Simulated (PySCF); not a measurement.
# SmF2: other functionals and bases at one geometry

One table from this session's results is given with a row withheld; the runs are named, their logs left out.

Computed with PySCF 2.14.0. Level: several levels, as the steps say, no spin–orbit coupling.

1 further run of the same task is left out (for a known fault of the program).

### Where the work starts

3 atoms, charge 0, spin multiplicity 1.

Bond lengths: Sm1–F2 2.128 Å, Sm1–F3 2.128 Å. Angles: F2–Sm1–F3 120.2°.

As a file:

```mol
F2Sm
  3D, bonds by distance, orders not assigned

  3  2  0  0  0  0  0  0  0  0999 V2000
   -0.0000    0.0000   -0.2749 Sm  0  0
    1.8453   -0.0000    0.7860 F   0  0
   -1.8453    0.0000    0.7860 F   0  0
  1  2  8  0
  1  3  8  0
M  END
```

Formal oxidation states: Sm +2. Each metal's 6 4f electrons lie in its core potential, so multiplicities, spins and levels count the valence alone. An earlier session relaxed this geometry at PBE0, Sm lcecp-0-SVP with ECP52, F def2-SVP (singlet, point group C2v).

At PBE0 on the finer grid: E = -228.314680 Eh, frontier levels not given, since the 4f levels lie in the core, Mulliken charge on Sm1 +1.05 e, largest force component 0.001 eV/Å. 

Levels to run: B3LYP; r2SCAN; PBE0, TZVP. Hardware: 2 threads of Arm Neoverse V1, shared host.

Set-up of the first run:

run.py (the lines that set the calculation) reads:

```python
mol = gto.M(atom='''
Sm     0.00000     0.00000    -0.27490
F      1.84525     0.00000     0.78597
F     -1.84525     0.00000     0.78597''',
    basis={'Sm': 'lcecp-0-SVP', 'F': 'def2-SVP'},
    ecp={'Sm': 'lcecp-0-SVP'},
    charge=0, spin=0)
mf = dft.RKS(mol, xc='B3LYP')
mf.grids.atom_grid = (75, 302)  # f atoms: unpruned, at least (60, 302)
mf = mf.density_fit()  # fitting sets: Sm AutoAux, F def2-universal-JKFIT
mf.conv_tol = 1e-08; mf.max_cycle = 55
mf.kernel(dm0)  # dm0: the density of the relaxed state
```

Launch:

```bash
$ OMP_NUM_THREADS=2 python run.py
```

Among the steps run: B3LYP; r2SCAN; PBE0, TZVP.

One table of the session follows, with a row left open; its other results are not shown here.

```
              level  charge on Sm1 (e)  dipole (D)  largest force component (eV/Å)
PBE0 (relaxed here)               1.05        6.39                            0.00
              B3LYP               1.01        6.29                            0.19
             r2SCAN               1.01        6.28                            0.20
         PBE0, TZVP                  ?           ?                               ?
```

Estimate the missing values for PBE0, TZVP.

**Answer.** charge on Sm1 (e): 1.26; dipole (D): 6.73; largest force component (eV/Å): 0.09. In the column «charge on Sm1 (e)» it is the highest.

The largest leftover force, 0.20 eV/Å with r2SCAN, stands at a geometry relaxed at another level. With 4f in the core, its levels are missing from HOMO and gap, and its count is fixed, so no charge can pass from the ligands into it. Total energies of different levels can't be compared.
